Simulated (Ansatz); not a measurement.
# AlN (zincblende type): how the settings move a single-point run

How sensitive is a single-point run of AlN (zincblende type) to its settings? A reference run comes first, then one run with altered input.

Computed with Ansatz 0.2.0 (reference: DFT, PBE, all-electron PAW with datasets made for the crystal, scalar-relativistic, unless a step's input says otherwise).

## (1) The system as given

Symmetry: F-43m, No. 216, cubic system. The conventional cell has a = 4.087 Å, b = 4.087 Å, c = 4.087 Å, α = 90.00°, β = 90.00°, γ = 90.00°. Al (site symmetry -43m) is surrounded by 4 N at 1.77 Å. Around N (site symmetry -43m) lie 4 Al at 1.77 Å.

Structure file:

```xyz
2
Lattice="0.0000 2.0437 2.0437 2.0437 0.0000 2.0437 2.0437 2.0437 0.0000" Properties=species:S:1:pos:R:3 pbc="T T T"
Al    0.0000    0.0000    0.0000
N     1.0219    1.0219    1.0219
```

## (2) Baseline

File input.yaml:

```yaml
crystal:
  lattice:
    - [0.0, 2.0437021796, 2.0437021796]
    - [2.0437021796, 0.0, 2.0437021796]
    - [2.0437021796, 2.0437021796, 0.0]
  atoms:
    - { symbol: Al, position: [0.0, 0.0, 0.0] }
    - { symbol: "N", position: [0.25, 0.25, 0.25] }
kpoints:
  mp_grid: { grid: [17, 17, 17] }
scf:
  occupations: { method: fermi_dirac, width: 0.08 }
hamiltonian:
  xc: pbe
  pseudopotentials: { kind: all_electron, datasets: crystal }
output:
  forces: true
  stress: true
  eigenvalues: true
```

Command:

```
ansatz run input.yaml --threads 1 --pin off --max-ram 2048MiB --backend cpu --events-out ev --progress --plain --runs-dir out
```

## (3) Variant: xc r2scan, dispersion d3bjatm

input.yaml: that of step 2 with these lines changed.

```diff
@@ -13,4 +13,5 @@
 hamiltonian:
-  xc: pbe
+  xc: r2scan
   pseudopotentials: { kind: all_electron, datasets: crystal }
+  dispersion: d3bjatm
 output:
```

What does the calculation give? Wanted: for each run, ending; energy change; pressure; gap; force.

**Answer**, as computed:

```
                             run     ending   energy change  pressure (GPa)  gap (eV)  force (eV/Å)  cycles   time
                       reference  converged               -            66.0      3.45          0.00       7  7.2 s
1: xc r2scan, dispersion d3bjatm  converged  not comparable            59.8      4.13          0.00       8   19 s
```

Residual by cycle in the longest SCF loop of each run; runs are numbered as in the table. The quantity is the density residual dr2, in eV.

```
cycle  reference   run 1
    1       9.05    8.31
    2      0.614   0.302
    3     0.0474  0.0508
    4    0.00115  0.0019
    5     2.1e-5  1.4e-5
    6     8.2e-7  9.0e-6
    7     4.5e-8  6.9e-7
    8          -  1.0e-8
```

**Reading.** Total energies don't compare across a change of functional; the pressure goes from 66.0 to 59.8 GPa and the gap on the mesh goes from 3.45 to 4.13 eV. The dispersion term changed too. Cost: 8 SCF cycles against 7, 19 s against 7.2 s. The structure is not at rest: the sound run finds 66 GPa, so these are no properties of the relaxed crystal. 

These are semilocal Kohn-Sham gaps, which aren't the measured quantity. Such gaps usually fall short of the measured ones.
